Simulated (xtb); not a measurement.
# Ge2PH6Br (SMILES [PH2][GeH]([GeH3])[Br]) at GFN2-xTB (GBSA thf, surface grid normal)

Aim: energy and forces of Ge2PH6Br. 

The results are computed with xtb 6.7.1.

2 further runs of the same task are left out: 2 set aside as unsound or not needed.

**1. The system as given**

Ge2PH6Br: 10 atoms, total charge 0, spin state singlet. SMILES: `[PH2][GeH]([GeH3])[Br]`. The shape was relaxed beforehand at GFN2-xTB. This is one conformer, not always the lowest.

Bond lengths: P1–Ge2 2.329 Å, Ge2–Ge3 2.442 Å, Ge2–Br4 2.318 Å, P1–H5 1.390 Å, P1–H6 1.389 Å, Ge2–H7 1.548 Å, Ge3–H8 1.502 Å, Ge3–H9 1.502 Å, Ge3–H10 1.497 Å. Some angles: P1–Ge2–Ge3 122.0°, P1–Ge2–Br4 107.2°, Ge3–Ge2–Br4 107.2°, P1–Ge2–H7 108.3°, Ge3–Ge2–H7 109.5°, Br4–Ge2–H7 100.4°, Ge2–P1–H5 92.3°, Ge2–P1–H6 91.6°, Ge2–Ge3–H8 111.3°, Ge2–Ge3–H9 112.0°.

**2. Energy and gradient at GFN2-xTB (GBSA thf, surface grid normal)**

Contents of xcontrol:

```
$gbsa
   gbsagrid=normal
$end
```

Contents of coord:

```
$coord
     -3.261667291104      3.312349745767      1.109004673498  p
     -1.590223431134     -0.709308700878      0.477212538252  ge
      2.857851715533     -1.377081221537     -0.553784240822  ge
     -3.950982689584     -2.614473887942     -2.682277261294  br
     -2.294581049566      4.186631537325     -1.172159320583  h
     -1.122478420766      4.075950278205      2.425557967263  h
     -2.325194612785     -2.376311704456      2.764744909372  h
      4.554372241177     -0.348541086426      1.475932795116  h
      3.604860452597     -0.045032173550     -2.946309795427  h
      3.528080880154     -4.104201683768     -0.897884470855  h
$end
```

Launch:

```sh
$ xtb coord --gfn 2 -I xcontrol -u 0 --gbsa thf --grad --parallel 1 > coord.out 2> xtb.err
```

Q: Predict the results. Wanted: total energy; dipole moment; HOMO energy; LUMO energy; HOMO–LUMO gap; dispersion energy; solvent term in the energy; largest force on an atom; mean polarisability.

**Answer.** As computed:

At GFN2-xTB (GBSA thf, surface grid normal):

```
                      quantity          value
                  total energy   -13.58798 Eh
                 dipole moment         5.97 D
                   HOMO energy      -10.89 eV
                   LUMO energy       -6.74 eV
                 HOMO–LUMO gap        4.15 eV
             dispersion energy  -21.98 kJ/mol
    solvent term in the energy   -38.8 kJ/mol
      largest force on an atom     0.271 eV/Å
mean polarisability (D4 model)    108.4 bohr³
```

In words: The largest force is 0.27 eV/Å: the shape isn't a stationary point for this species at this level.
